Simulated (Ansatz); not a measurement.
Born–Oppenheimer molecular dynamics of a periodic cell of 27 atoms, Cs₄Li₃S₄O₁₆ (host CsLiSO4, host structure P2_1/c, one Li atom removed), cell charge -1. It goes on from the last frame of an earlier run, with new velocities.

Method: Ansatz 0.2.0, DFT LDA, scalar-relativistic, plane waves, PAW. Settings: cutoff 420 eV, k mesh 2x1x1, fermi-dirac smearing 0.05 eV, no spin polarisation.

| Item | Value |
| --- | --- |
| ensemble | NVT, Langevin thermostat |
| time step | 1 fs |
| steps asked | 260 |
| set temperature | 800 K |
| friction | 0.05 /fs |
| seed | 257513 |

First frame:

```xyz
27
Lattice="5.5536 0.0000 0.0000 0.0000 9.2517 0.0000 -5.5106 0.0000 9.5861" Properties=species:S:1:pos:R:3
Cs 3.960 4.859 2.401
Cs -1.300 0.023 2.635
Cs -4.122 4.822 7.586
Cs 1.456 8.976 6.716
Li 1.467 7.435 0.735
Li 1.141 2.822 3.684
Li -1.401 1.465 8.832
S 1.274 6.547 3.686
S 1.460 1.644 0.714
S -1.726 2.436 5.633
S -1.262 7.501 9.055
O -0.146 7.012 3.744
O 2.747 2.219 0.307
O -0.378 2.232 5.046
O -2.655 6.829 9.085
O -1.633 8.926 8.902
O -1.930 3.894 5.949
O 1.527 0.180 0.895
O 1.137 5.039 3.440
O 5.054 7.362 0.716
O -2.809 1.924 4.738
O -5.130 2.016 9.331
O 2.002 6.929 4.821
O -0.461 6.990 7.934
O -1.728 1.641 6.939
O 1.080 2.267 2.048
O 2.022 7.121 2.508
```

What does the run give?

All steps were run.

```
steps done                                               : 260
time covered                                             : 260 fs
mean temperature over the second half                    : 770 K
spread of the potential energy over the second half      : 8.5 meV per atom
mean potential energy of the second half above the start : 36.1 meV per atom
```

A run of 0.26 ps of so small a system gives no equilibrium averages. Limits of this set-up: coarse k mesh, charged cell in a uniform background, uncorrected.

What happens to the structure?

Mean squared displacements from the first frame to the last, about the centre of mass: Cs 0.09 Å², Li 0.16 Å², S 0.03 Å², O 0.15 Å². This is one draw of velocities; another would differ in detail.

How do temperature and energy run in time?


```tsv
time (fs)	T (K)	potential energy less start (eV)
0.0	770	0.000
21.0	936	0.706
42.0	738	0.301
63.0	1066	0.233
84.0	733	0.844
105.0	623	0.649
126.0	571	1.179
147.0	711	0.793
168.0	775	0.725
189.0	812	1.095
210.0	997	0.623
231.0	796	1.256
252.0	726	1.005
```

The run took 26 min on 1 thread of Arm Neoverse V1, with other jobs on the host, peak memory 0.78 GiB.
